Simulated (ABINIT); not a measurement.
Runs of ABINIT 10.8.3 (patched build) on AlSn. It takes space group P-6m2 (No. 187, hexagonal). The conventional cell has a = 4.198 Å, b = 4.198 Å, c = 3.307 Å, α = 90.00°, β = 90.00°, γ = 120.00°. Around Sn (site symmetry -6m2) lie 6 Al at 2.93 Å and 2 Sn at 3.31 Å. Al (site symmetry -6m2) has 6 Sn at 2.93 Å and 2 Al at 3.31 Å as nearest neighbours. The cell comes from a database or a generator and needn't be the stable form of this composition.

| task | level | potentials or basis | cell | cutoff (eV) | cell freedom (optcell) | cutoff smearing ecutsm (Ha) | optimiser (ionmov) | force stop (Ha/bohr) | fine-grid cutoff | gap on the mesh (eV) | pressure (GPa) | relaxed volume (Å³/atom) |
| --- | --- | --- | --- | --- | --- | --- | --- | --- | --- | --- | --- | --- |
| single point | PBEsol | PseudoDojo NC SR PBEsol v0.4.1 standard | as given | 980 | - | - | - | - | - | none | -1.8 | - |
| single point | PBEsol | PseudoDojo NC SR PBEsol v0.4.1 standard | atoms moved at random, drawn with an rms of 0.05 Å | 980 | - | - | - | - | - | none | -1.8 | - |
| relaxation of cell and atoms | PBEsol | JTH PAW PBE v2.0 | relaxed | 599 | 2 | 0.5 | 22 | 0.0001 | 1197.3 eV | none | 0.0 | 24.39 |
| band structure | PBEsol | PseudoDojo NC SR PBEsol v0.4.1 standard | as given | 980 | - | - | - | - | - | none | -1.8 | - |
| relaxation of cell and atoms | LDA | JTH PAW LDA v2.0 | relaxed | 599 | 2 | 0.5 | 22 | 0.0001 | 1197.3 eV | none | 0.0 | (a) |

Alike in all rows: no spin polarisation; k mesh 7 × 7 × 8; smearing fermi-dirac 0.05 eV.

**Question.** Fill in the values left out.

**Answer.** (a) 23.77.

Caveats: the PAW data sets were made with another functional, which shifts forces and pressure a little (some runs); spin-orbit coupling is left out, which moves the levels of the heavy elements (some runs).

A k mesh can miss the band edges, and the runs leave out spin-orbit coupling on Sn.

A gap of «none» marks a metal or a gap under the smearing width.

Runs at the PBE level aren't shown here.
